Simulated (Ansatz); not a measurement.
## HfCo, space group Pm-3m: a relaxation of cell and ions, step by step

Computed with the Python package of Ansatz (0.2.0).

Input file `hfco.cif`:
```cif
data_HfCo
_cell_length_a 3.164000
_cell_length_b 3.164000
_cell_length_c 3.164000
_cell_angle_alpha 90.00000
_cell_angle_beta 90.00000
_cell_angle_gamma 90.00000
_symmetry_space_group_name_H-M 'P 1'
_symmetry_Int_Tables_number 1
loop_
_symmetry_equiv_pos_as_xyz
'x, y, z'
loop_
_atom_site_label
_atom_site_type_symbol
_atom_site_fract_x
_atom_site_fract_y
_atom_site_fract_z
Hf1 Hf    0.500000    0.500000    0.500000
Co2 Co    0.000000    0.000000    0.000000
```

Interactive session:
```pycon
>>> import warnings
>>> import ansatz
>>> from ase import Atoms
>>> from ase.io import read
>>> from ase.io import write
>>> import numpy as np
>>> def edges_and_angles(cell):
...     cell = np.asarray(cell)
...     a, b, c = np.linalg.norm(cell, axis=1)
...     cosines = cell[1] @ cell[2] / (b * c), cell[0] @ cell[2] / (a * c), cell[0] @ cell[1] / (a * b)
...     return (a, b, c, *np.degrees(np.arccos(cosines)))
...
>>> warnings.simplefilter('ignore', ansatz.DeckWarning)
>>> atoms = read('hfco.cif')
>>> cell = ansatz.Crystal.from_ase(atoms).moments(Co=1.8)
>>> # edges free, angles fixed
>>> job = (
...     cell.calculation()
...     .functional(ansatz.Functional.PBESOL)
...     .basis(510)
...     .kpoints(7)
...     .occupations('fermi_dirac')
...     .spin(ansatz.SpinTreatment.COLLINEAR)
...     .scf(tolerance=1e-08)
...     .relax(force_tolerance=0.01, fix_cell=['angles'])
... )
>>> steps = []
>>> def collect(event):
...     if event['event'] == 'relax_step':
...         steps.append(event['data'])
...
>>> res = job.session().plan().execute(on_event=collect)

>>> data = res.report
>>> data['converged'], data['free_energy_ev']
(True, -20691.822273741414)
>>> data['kweights']
[0.0029154518950437317, 0.01749271137026239, 0.01749271137026239, 0.01749271137026239, 0.03498542274052478, 0.06997084548104957, 0.06997084548104957, 0.03498542274052478, 0.06997084548104957, 0.03498542274052478, 0.023323615160349854, 0.06997084548104957, 0.06997084548104957, 0.06997084548104957, 0.13994169096209913, 0.06997084548104957, 0.023323615160349854, 0.06997084548104957, 0.06997084548104957, 0.023323615160349854]
>>> for s in steps:
...     flag = '' if s['accepted'] else '  (rejected)'
...     print('step %2d  E = %.5f eV  largest force component = %.4f eV/A%s' % (s['step'], s['lagrangian_ev'], s['allowed_force_max_ev_ang'], flag))
...
step  1  E = -20691.78910 eV  largest force component = 0.0000 eV/A
step  2  E = -20691.78955 eV  largest force component = 0.0000 eV/A
step  3  E = -20691.82228 eV  largest force component = 0.0000 eV/A
step  4  E = -20691.82246 eV  largest force component = 0.0000 eV/A
step  5  E = -20691.82227 eV  largest force component = 0.0000 eV/A
>>> first, last = steps[0], steps[-1]
>>> symbols = [site.symbol for site in res.lattice.sites]
>>> print(f'energy gained {first["lagrangian_ev"] - last["lagrangian_ev"]:.4f} eV in {len(steps) - 1} steps')
energy gained 0.0332 eV in 4 steps
>>> for label, vectors in (('before', first['cell_ang']), ('after', res.lattice.cell_ang)):
...     print(label, 'a b c (A) {:.4f} {:.4f} {:.4f}  angles {:.2f} {:.2f} {:.2f}'.format(*edges_and_angles(vectors)), f' V = {abs(np.linalg.det(vectors)):.3f} A^3')
...
before a b c (A) 3.1640 3.1640 3.1640  angles 90.00 90.00 90.00  V = 31.674 A^3
after a b c (A) 3.1160 3.1160 3.1160  angles 90.00 90.00 90.00  V = 30.254 A^3
>>> print('final stress xx yy zz (GPa, compression positive):', np.round(np.diag(data['stress_gpa']), 3) + 0.0)
final stress xx yy zz (GPa, compression positive): [-0.011 -0.011 -0.011]
>>> change = np.array(last['positions_ang']) @ np.linalg.inv(last['cell_ang']) - np.array(first['positions_ang']) @ np.linalg.inv(first['cell_ang'])
>>> moved = np.linalg.norm(change @ np.array(last['cell_ang']), axis=1)
>>> print('displacement within the cell, strain taken out (A):', ' '.join(f'{s}:{d:.3f}' for s, d in zip(symbols, moved)))
displacement within the cell, strain taken out (A): Hf:0.000 Co:0.000
>>> relaxed = Atoms(symbols, positions=[site.position_ang for site in res.lattice.sites], cell=res.lattice.cell_ang, pbc=True)
>>> write('relaxed.extxyz', relaxed, format='extxyz')
>>> print('atom   start x y z (A)              end x y z (A)')
atom   start x y z (A)              end x y z (A)
>>> for symbol, a, b in zip(symbols, first['positions_ang'], last['positions_ang']):
...     print(f'{symbol:3s}', ' '.join(f'{v:8.4f}' for v in a), '  ', ' '.join(f'{v:8.4f}' for v in b))
...
Hf    1.5820   1.5820   1.5820      1.5580   1.5580   1.5580
Co    0.0000   0.0000   0.0000      0.0000   0.0000  -0.0000
>>> energy = data['free_energy_ev']
>>> print('HfCo: {:.6f} eV = {:.6f} Ry = {:.6f} Ha'.format(energy, energy / 13.605693, energy / 27.211386))
HfCo: -20691.822274 eV = -1520.820900 Ry = -760.410450 Ha
>>> print('Fermi level {:.4f} eV, {} k-points, {} symmetry operations'.format(data['fermi_energy_ev'], data['n_kpoints'], data['n_symmetry_ops']))
Fermi level 21.5282 eV, 20 k-points, 48 symmetry operations
```

It writes `relaxed.extxyz`:
```text
2
Lattice="3.1159766479787714 -4.319363839921142e-97 4.871429042854593e-97 -4.319363839921142e-97 3.1159766479787714 0.0 4.871429042854593e-97 0.0 3.1159766479787714" Properties=species:S:1:pos:R:3 pbc="T T T"
Hf       1.55798832       1.55798832       1.55798832
Co       0.00000000       0.00000000      -0.00000000
```

Absolute energies stand on the zero of these potentials, so only differences at equal settings mean something. A total without «per atom» is that of the cell as typed. The magnetic order follows from the starting moments and needn't be the lowest. Forces vanish by symmetry, so the ions can't move, and the end may be a saddle. The mesh is modest for a metal, so energies can be off by several to tens of meV an atom and pressures by half a GPa or more; differences at equal mesh fare better. An absolute Fermi energy rests on an arbitrary zero of the periodic potential and has no direct meaning. Energies along a relaxation are free energies. Rows at an unchanged volume are solved on a plane-wave basis chosen afresh for that cell, so the energy jumps there and such rows are no steps of the walk. The program warned that this SCF threshold is loose for forces or stresses. Spin-orbit coupling, which matters for elements this heavy, is left out. The starting cell is as deposited in a crystallographic database; the results hold for this polymorph, which needn't be the stable one. The script silences the warnings on its input, which a real study should read. Finished in 18 s on 1 thread of Arm Neoverse V2 (shared host), peak memory 0.46 GiB.

(Lines on the test bed's own set-up are left out of the output.)
